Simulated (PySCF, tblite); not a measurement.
# C₅H₁₁BrGeO: geometry, infrared bands and NMR shifts

Wanted: the infrared bands and NMR shifts of C₅H₁₁BrGeO (`C=C(CBr)[CH2][GeH2][O]C`), by calculation.

The runs use tblite 0.8.0 and PySCF 2.14.0, with density-fitted response routines of our own; the level of theory stands in each step. All values are computed, except where a source is named. Atoms are numbered from 0 throughout.

## 1. Starting geometry

19 atoms, charge 0, multiplicity 1; geometry from: force field or distance geometry start.

Bonds of the start (Å): C0–C1 1.33, C1–C2 1.47, C2–Br3 1.95, C1–C4 1.51, C4–Ge5 1.95, Ge5–O6 1.77, O6–C7 1.38, C0–H8 1.07, C0–H9 1.10, C2–H10 1.12, C2–H11 1.11, C4–H12 1.12, C4–H13 1.09, Ge5–H14 1.56, Ge5–H15 1.53, C7–H16 1.11, C7–H17 1.12, C7–H18 1.11.

## 2. Relaxing the molecule with GFN2-xTB

The job: settings as JSON, then the geometry in Å.

```
{"job": {"kind": "relax", "xc": "GFN2-xTB", "basis": "xTB"}, "charge": 0, "multiplicity": 1}
C     -1.935700    -0.180000     1.668700
C     -1.479000    -0.017000     0.434100
C     -2.268300    -0.510600    -0.702800
Br    -2.724700     0.943800    -1.920300
C     -0.137800     0.640400     0.233100
Ge     0.939200    -0.707000    -0.681900
O      2.659900    -0.631700    -0.263000
C      3.169900     0.633800    -0.036800
H     -1.440300     0.133300     2.564600
H     -2.915600    -0.661800     1.778600
H     -3.217400    -0.947800    -0.312500
H     -1.749700    -1.298800    -1.278500
H     -0.341600     1.501000    -0.450600
H      0.359500     0.932600     1.155900
H      0.381700    -2.080000    -0.186900
H      0.657900    -0.637100    -2.186100
H      3.166800     1.265100    -0.945600
H      2.648400     1.150100     0.811900
H      4.217200     0.480900     0.310600
```

Launch:

```console
$ OMP_NUM_THREADS=1 python probes_run.py task.json out
```

The driver reads the jobs from task.json and runs them one after another.

**Question.** This job is followed by: GFN2-xTB harmonic vibrations, gas phase; GIAO PBE0/pcSseg-1 NMR shielding, non-relativistic, gas phase. Predict these results of the whole session: strongest single infrared mode (GFN2-xTB); zero-point energy (GFN2-xTB); ¹³C shifts against TMS (PBE0/pcSseg-1); ¹H shifts against TMS (PBE0/pcSseg-1, means over atoms taken as alike); ⁷⁹Br shifts against HBr (PBE0/pcSseg-1); ⁷³Ge shifts against GeMe4 (PBE0/pcSseg-1); ¹⁷O shifts against H2O (PBE0/pcSseg-1).

As calculated:

| quantity | value |
| --- | --- |
| strongest single infrared mode (GFN2-xTB) | 2002 cm⁻¹, 372 km/mol |
| zero-point energy (GFN2-xTB) | 88.5 kcal/mol |
| ¹³C shifts against TMS (PBE0/pcSseg-1) | 152.3, 120.3, 57.2, 51.1, 26.9 ppm |
| ¹H shifts against TMS (PBE0/pcSseg-1, means over atoms taken as alike) | 5.32, 5.23, 5.12, 3.85, 3.79, 2.68 ppm |
| ⁷⁹Br shifts against HBr (PBE0/pcSseg-1) | 353 ppm |
| ⁷³Ge shifts against GeMe4 (PBE0/pcSseg-1) | -7 ppm |
| ¹⁷O shifts against H2O (PBE0/pcSseg-1) | -2.4 ppm |

Relaxing lowered the energy by 0.451 eV in 102 steps; the close pair that moved most is Ge5–H14, from 1.562 to 1.501 Å. No mode is imaginary among the 51: a minimum at this level. The strongest single mode, at 2002 cm⁻¹, moves mainly H14. Unscaled tight-binding wavenumbers are off by several per cent, some by more. Its intensities can rank the bands wrongly. C2 stands next to heavy halogen, whose spin-orbit shielding this run leaves out, so the computed shift lies too far downfield, most of all for carbon beside Br or I. The most deshielded carbon is C1 (fully substituted alkene carbon), at 152.3 ppm: an sp2 carbon of a C=C bond. At PBE0/pcSseg-1: The widest tensor belongs to Br3: span 1268 ppm, with a paramagnetic part of -854 ppm. Spin-orbit coupling is left out, which matters for shieldings and couplings at and beside the heavy atoms.
